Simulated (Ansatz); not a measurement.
Crystal: NbTe.

```
Te Nb
1.0
     3.70297    0.00000    0.00000
    -1.85149    3.20687    0.00000
     0.00000    0.00000    3.69421
Te Nb
1 1
Cartesian
  1.8515 1.0690 0.0000
  0.0000 0.0000 1.8471
```

The cell comes from a database or a generator and needn't be the stable form of this composition.

Program: Ansatz 0.2.0. Alike in all runs: task band structure; potentials or basis all-electron LAPW, scalar-relativistic; no spin polarisation; cell as given; k mesh 8 × 8 × 7; cutoff (eV) 233; smearing fermi-dirac 0.05 eV; basis error allowed 0.001 eV/atom.

Q: Order these runs on this cell by their pressure, lowest first.
A. level LDA
B. level PBEsol
C. level PBE

A: A (-7.5 GPa), B (-5.2 GPa), C (-0.6 GPa).
